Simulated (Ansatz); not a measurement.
CH6GeS2, SMILES [CH3][GeH2][S]S: an atomisation energy, run with the Ansatz DFT code, driven from Python.

`tae_ch6ges2.py`
```python
# -*- coding: utf-8 -*-
from collections import Counter

import ansatz as az

SETTINGS = {
    "basis_set": "6-31G*",
    "functional": "r2scan0",
}


def total_energy(molecule, charge=0, unpaired=0):
    calc = (
        molecule.calculation()
        .basis(gaussian=SETTINGS["basis_set"])
        .functional(SETTINGS["functional"])
    )
    if charge:
        calc = calc.charge(charge)
    if unpaired:
        calc = calc.spin("collinear", total=unpaired)
    report = calc.run(threads=1).report
    if report["published_state_doubts"]:
        print("  doubts:", report["published_state_doubts"])
    return report["free_energy_ev"]

geometry_ang = [
    ("C", (-0.9764, 0.7716, -0.121)),
    ("Ge", (-0.2593, -0.7437, 0.7411)),
    ("S", (1.9206, -0.5255, 0.8346)),
    ("S", (2.2368, -0.7233, -1.263)),
    ("H", (-2.1284, 0.7187, -0.1593)),
    ("H", (-0.7327, 1.7481, 0.4193)),
    ("H", (-0.6246, 0.8812, -1.1714)),
    ("H", (-0.5822, -2.0017, -0.0621)),
    ("H", (-0.8238, -0.8326, 2.2203)),
    ("H", (2.0532, 0.656, -1.4355)),
]
ch6ges2 = az.Crystal.molecule()
for symbol, xyz in geometry_ang:
    ch6ges2 = ch6ges2.atom(symbol, xyz)

unpaired = {"C": 2, "Ge": 2, "S": 2, "H": 1}
counts = Counter(site.symbol for site in ch6ges2.cartesian_sites)
atom_energy = {s: total_energy(az.Crystal.molecule().atom(s, (0, 0, 0)), 0, unpaired[s]) for s in counts}
whole = total_energy(ch6ges2, 0, 0)
for s, e in atom_energy.items():
    print(f"{s:2s} x{counts[s]}  {e:14.5f} eV")
print(f"CH6GeS2: {whole:.5f} eV")
split = sum(counts[s] * e for s, e in atom_energy.items()) - whole
print(f"atomisation energy (no zero-point term): {96.485332 * split:.1f} kJ/mol, {split / sum(counts.values()):.3f} eV an atom")
```

What does it cost to take this molecule apart into atoms?

2964.5 kJ/mol from the electronic energies, without the zero-point term.

The output:

Output of `python tae_ch6ges2.py`:
```text
C  x1     -1029.18038 eV
Ge x1    -56507.38770 eV
S  x2    -10831.69893 eV
H  x6       -13.55743 eV
CH6GeS2: -79312.03537 eV
atomisation energy (no zero-point term): 2964.5 kJ/mol, 3.072 eV an atom
```

What to keep in mind:
- Total energies depend on the basis set; only differences at equal settings carry meaning.
- The geometry is a force-field or estimated start, not a minimum of this method, and the basis set is short of its limit. All parts are taken at fixed geometry, without zero-point energy.
- Wall time of the script: 5.4 s on 1 thread of Intel(R) Xeon(R) 6975P-C (Granite Rapids), with other jobs on the host, peak memory 0.31 GiB.

(A comment or docstring line of the script was reworded after the run, the code is as it ran; lines on the test bed's own set-up are left out of the output.)
